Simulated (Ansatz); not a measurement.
# NbCd3: phonons and Grüneisen parameters

How does the lattice vibrate, and how do the modes shift with volume? Displacements sample a 1×1×1 mesh. Runs: reference run (LAPW); volume scaled by 0.970 (LAPW); volume scaled by 1.030 (LAPW); mode Grüneisen parameters (LAPW). Companion runs by PAW are cited.

Method: DFT LDA, all-electron LAPW, scalar-relativistic unless said, in Ansatz 0.2.0.

2 further runs of the same task are left out: 2 set aside as unsound or not needed.

## Step 1: The starting structure

It takes space group Pm-3m (No. 221, cubic). The conventional cell has a = 4.185 Å, b = 4.185 Å, c = 4.185 Å, α = 90.00°, β = 90.00°, γ = 90.00°. Nb (site symmetry m-3m) has 12 Cd at 2.96 Å as nearest neighbours. Cd (site symmetry 4/mmm) has 4 Nb at 2.96 Å and 8 Cd at 2.96 Å as nearest neighbours.

Structure file:

```cif
data_structure
_symmetry_space_group_name_H-M 'P 1'
_symmetry_Int_Tables_number 1
_cell_length_a 4.1851
_cell_length_b 4.1851
_cell_length_c 4.1851
_cell_angle_alpha 90.000
_cell_angle_beta 90.000
_cell_angle_gamma 90.000
_cell_volume 73.30
loop_
_atom_site_label
_atom_site_type_symbol
_atom_site_fract_x
_atom_site_fract_y
_atom_site_fract_z
_atom_site_occupancy
Nb1 Nb 0.00000 0.00000 0.00000 1
Cd1 Cd 0.00000 0.50000 0.50000 1
Cd2 Cd 0.50000 0.00000 0.50000 1
Cd3 Cd 0.50000 0.50000 0.00000 1
```

Cartesian axes are those of the input's lattice vectors. The structure goes back to a database entry.

## Step 2: Reference run, LAPW

input.yaml

```yaml
crystal:
  lattice:
    - [4.18514264687, 0.0, 0.0]
    - [0.0, 4.18514264687, 0.0]
    - [0.0, 0.0, 4.18514264687]
  atoms:
    - { symbol: Nb, position: [0.0, 0.0, 0.0] }
    - { symbol: Cd, position: [0.0, 0.5, 0.5] }
    - { symbol: Cd, position: [0.5, 0.0, 0.5] }
    - { symbol: Cd, position: [0.5, 0.5, 0.0] }
kpoints:
  mp_grid: { grid: [8, 8, 8] }
scf:
  occupations: { method: fermi_dirac, width: 0.1 }
hamiltonian:
  xc: lda
  pseudopotentials: { kind: all_electron, lapw: { basis_error: 0.001 } }
phonons:
  supercell: [1, 1, 1]
```

The run is started by

```bash
$ ansatz run input.yaml --threads 1 --pin off --max-ram 3072MiB --backend cpu --events-out ev --progress --plain --runs-dir out
```

## Step 3: Volume scaled by 0.970, LAPW

input.yaml: that of step 2 with these lines changed.

```diff
@@ -2,5 +2,5 @@
   lattice:
-    - [4.18514264687, 0.0, 0.0]
-    - [0.0, 4.18514264687, 0.0]
-    - [0.0, 0.0, 4.18514264687]
+    - [4.14286558825, 0.0, 0.0]
+    - [0.0, 4.14286558825, 0.0]
+    - [0.0, 0.0, 4.14286558825]
   atoms:
```

## Step 4: Volume scaled by 1.030, LAPW

input.yaml: that of step 3 with these lines changed.

```diff
@@ -2,5 +2,5 @@
   lattice:
-    - [4.14286558825, 0.0, 0.0]
-    - [0.0, 4.14286558825, 0.0]
-    - [0.0, 0.0, 4.14286558825]
+    - [4.22658239781, 0.0, 0.0]
+    - [0.0, 4.22658239781, 0.0]
+    - [0.0, 0.0, 4.22658239781]
   atoms:
```

(Steps that only read results are left out.)

What does the calculation give? Wanted: highest mode on the mesh, without the LO shift; optical modes at Γ.

**Answer**, as computed:

| quantity | value |
| --- | --- |
| highest mode on the mesh, without the LO shift (LAPW) | 198 cm⁻¹ |
| optical modes at Γ | 111 (T2u), 129 (T1u), 198 (T1u) cm⁻¹ |
| mean Grüneisen parameter at 300 K (LAPW) | 2.04 |

In words: No mode at Γ is unstable, and no other wavevector was sampled; the highest lies at 198 cm⁻¹ by LAPW. Weighted by heat capacity at 300 K the mean Grüneisen parameter of the sampled modes is 2.04; optical modes at Γ alone don't fix the expansion. PAW differs from LAPW by at most 0.1 cm⁻¹. Each set of modes is computed in the harmonic approximation. Cautions: responses of metals move with mesh and smearing; zone-boundary modes aren't tested.
